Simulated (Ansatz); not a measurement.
**Zn₂H₈O₄+ (doublet): geometry and frequencies at several levels**

Aim: geometry and frequencies at several levels, for Zn₂H₈O₄+ (doublet), with the cost of each level. Charge +1. Spin multiplicity 2.

Method: the levels named in each step, in Ansatz 0.2.0.

## 1. The structure to begin with

Bond lengths: Zn5–Zn6 2.503 Å, O1–H7 0.964 Å, O1–H8 0.974 Å, O2–H9 0.965 Å, O2–H10 0.978 Å, O3–H11 0.967 Å, O3–H12 0.957 Å, O4–H13 0.965 Å, O4–H14 0.965 Å. Angles: H7–O1–H8 106.9°, H9–O2–H10 106.7°, H11–O3–H12 106.8°, H13–O4–H14 106.2°.

Structure file:

```xyz
14

O     1.5106    0.1403   -1.3089
O    -0.9935   -1.3286   -0.5300
O     0.5160   -2.0490   -2.7560
O    -1.3376    0.7491    2.1295
Zn   -0.6320    1.1361   -0.3583
Zn    0.7179   -0.4239    1.0599
H     2.3209    0.5651   -1.6136
H     1.3155   -0.5810   -1.9343
H    -1.7720   -1.8824   -0.3960
H    -0.5458   -1.6628   -1.3323
H     1.0009   -2.8856   -2.7631
H     0.1678   -1.9228   -3.6384
H    -2.1411    0.3000    2.4185
H    -1.1827    1.4595    2.7641
```

## 2. A rough first relaxation, PBE-D4/def2-SVP

Input file input.yaml:

```yaml
crystal:
  periodic: [false, false, false]
  atoms:
    - { symbol: O, position_ang: [1.51061, 0.1403, -1.3089] }
    - { symbol: O, position_ang: [-0.99352, -1.3286, -0.53004] }
    - { symbol: O, position_ang: [0.51596, -2.04897, -2.75603] }
    - { symbol: O, position_ang: [-1.3376, 0.74913, 2.12949] }
    - { symbol: Zn, position_ang: [-0.63198, 1.13607, -0.35828] }
    - { symbol: Zn, position_ang: [0.71789, -0.42389, 1.05989] }
    - { symbol: H, position_ang: [2.32088, 0.56511, -1.61361] }
    - { symbol: H, position_ang: [1.31552, -0.58102, -1.93434] }
    - { symbol: H, position_ang: [-1.77199, -1.88241, -0.39603] }
    - { symbol: H, position_ang: [-0.54576, -1.6628, -1.33232] }
    - { symbol: H, position_ang: [1.00093, -2.88557, -2.76309] }
    - { symbol: H, position_ang: [0.16779, -1.92276, -3.63839] }
    - { symbol: H, position_ang: [-2.14107, 0.29996, 2.41846] }
    - { symbol: H, position_ang: [-1.18268, 1.45948, 2.76407] }
magnetization:
  spin_polarized: true
  initial_magnetization: 1
total_charge: 1
basis:
  gaussian: { orbitals: def2-SVP }
hamiltonian:
  xc: pbe
  dispersion: d4
relax:
  f_tol: 0.03
  max_steps: 200
```

Started as:

```console
ansatz run input.yaml --threads 4 --pin off --max-ram 10240MiB --backend cpu --events-out ev --progress --plain --runs-dir out
```

After this run come: Relaxation, PBE0-D4/def2-TZVP; Relaxation, PBE0-D4/def2-SVP; Frequencies, PBE0-D4/def2-SVP.

**Question.** What will these runs give? Wanted: O1–Zn5 at PBE0-D4/def2-SVP; O2–Zn5 at PBE0-D4/def2-SVP; Zn5–Zn6 at PBE0-D4/def2-SVP; frequencies at PBE0-D4/def2-SVP.

The runs gave:

```
                       quantity            value
     O1–Zn5 at PBE0-D4/def2-SVP          2.078 Å
     O2–Zn5 at PBE0-D4/def2-SVP          2.012 Å
    Zn5–Zn6 at PBE0-D4/def2-SVP          2.533 Å
frequencies at PBE0-D4/def2-SVP  24 to 3959 cm⁻¹
```

The O–Zn distance spreads over 0.040 Å, from PBE0-D4/def2-SVP (shortest) to PBE0-D4/def2-TZVP. No mode is imaginary, so the geometry is a minimum.
